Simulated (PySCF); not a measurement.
# H12NdO6 (Nd(H2O)63+): the cost of one run

Method: several levels, as the steps say, no spin–orbit coupling; program: PySCF 2.14.0.

3 further runs of the same task are left out: 2 for a known fault of the program, 1 that didn't finish.

**1. The system as given**

19 atoms, charge 3, spin multiplicity 1.

Bond lengths: Nd1–O2 2.444 Å, Nd1–O5 2.444 Å, Nd1–O8 2.444 Å, Nd1–O11 2.444 Å, Nd1–O14 2.444 Å, Nd1–O17 2.444 Å, O2–H3 0.980 Å, O2–H4 0.980 Å, O5–H6 0.980 Å, O5–H7 0.980 Å, O8–H9 0.980 Å, O8–H10 0.980 Å, O11–H12 0.980 Å, O11–H13 0.980 Å, O14–H15 0.980 Å, O14–H16 0.980 Å, O17–H18 0.980 Å, O17–H19 0.980 Å. Angles: O2–Nd1–O5 180.0°, O2–Nd1–O8 90.0°, O2–Nd1–O11 90.0°, O2–Nd1–O14 90.0°, O2–Nd1–O17 90.0°, O5–Nd1–O8 90.0°, O5–Nd1–O11 90.0°, O5–Nd1–O14 90.0°, O5–Nd1–O17 90.0°, O8–Nd1–O11 90.0°, O8–Nd1–O14 180.0°, O8–Nd1–O17 90.0°, O11–Nd1–O14 90.0°, O11–Nd1–O17 180.0°, O14–Nd1–O17 90.0°, Nd1–O2–H3 128.1°, Nd1–O2–H4 128.1°, H3–O2–H4 103.9° and more.

As a file:

```xyz
19
charge 3, multiplicity 1
Nd    0.0000    0.0000    0.0000
O     0.0000    0.0000    2.4442
H     0.7716   -0.0060    3.0483
H    -0.7716    0.0060    3.0483
O     0.0000    0.0000   -2.4442
H     0.7716    0.0060   -3.0483
H    -0.7716   -0.0060   -3.0483
O     2.4445    0.0000    0.0000
H     3.0486   -0.7717   -0.0049
H     3.0486    0.7717    0.0049
O     0.0000    2.4441    0.0000
H    -0.0016    3.0482    0.7717
H     0.0016    3.0482   -0.7717
O    -2.4445    0.0000    0.0000
H    -3.0486    0.7717   -0.0049
H    -3.0486   -0.7717    0.0049
O     0.0000   -2.4441    0.0000
H     0.0016   -3.0482    0.7717
H    -0.0016   -3.0482   -0.7717
```

Formal oxidation states: Nd +3. Each metal's 3 4f electrons lie in its core potential, so multiplicities, spins and levels count the valence alone. An earlier session relaxed this geometry at B3LYP, Nd lcecp-1-SVP with ECP49, O def2-SVP, H def2-SVP (singlet, point group T).

At B3LYP on the finer grid: E = -491.363562 Eh, HOMO -22.09 eV, LUMO -13.43 eV, Mulliken charge on Nd1 +1.36 e, largest force component 0.003 eV/Å. 

Levels to run: TPSS; r2SCAN; CAM-B3LYP; M06-L; B3LYP, TZVP. Hardware: 4 threads of Arm Neoverse V1, shared host.

**2. TPSS**

Input file run.py (the lines that set the calculation):

```python
mol = gto.M(atom='''
Nd     0.00000     0.00000     0.00000
O      0.00000     0.00000     2.44425
H      0.77162    -0.00599     3.04832
H     -0.77162     0.00599     3.04832
O      0.00000     0.00000    -2.44425
H      0.77162     0.00599    -3.04832
H     -0.77162    -0.00599    -3.04832
O      2.44449     0.00000     0.00000
H      3.04860    -0.77171    -0.00494
H      3.04860     0.77171     0.00494
O      0.00000     2.44414     0.00000
H     -0.00164     3.04820     0.77166
H      0.00164     3.04820    -0.77166
O     -2.44449     0.00000     0.00000
H     -3.04860     0.77171    -0.00494
H     -3.04860    -0.77171     0.00494
O      0.00000    -2.44414     0.00000
H      0.00164    -3.04820     0.77166
H     -0.00164    -3.04820    -0.77166''',
    basis={'Nd': 'lcecp-1-SVP', 'O': 'def2-SVP', 'H': 'def2-SVP'},
    ecp={'Nd': 'lcecp-1-SVP'},
    charge=3, spin=0)
mf = dft.RKS(mol, xc='TPSS')
mf.grids.atom_grid = (75, 302)  # f atoms: unpruned, at least (60, 302)
mf = mf.density_fit()  # fitting sets: Nd AutoAux, O def2-universal-JKFIT, H def2-universal-JKFIT
mf.conv_tol = 1e-08; mf.max_cycle = 55
mf.kernel(dm0)  # dm0: the density of the relaxed state
```

On the command line:

```console
$ OMP_NUM_THREADS=4 python run.py
```

**Question.** How long does this run take on 4 threads of Arm Neoverse V1, shared host?

About 24 s.
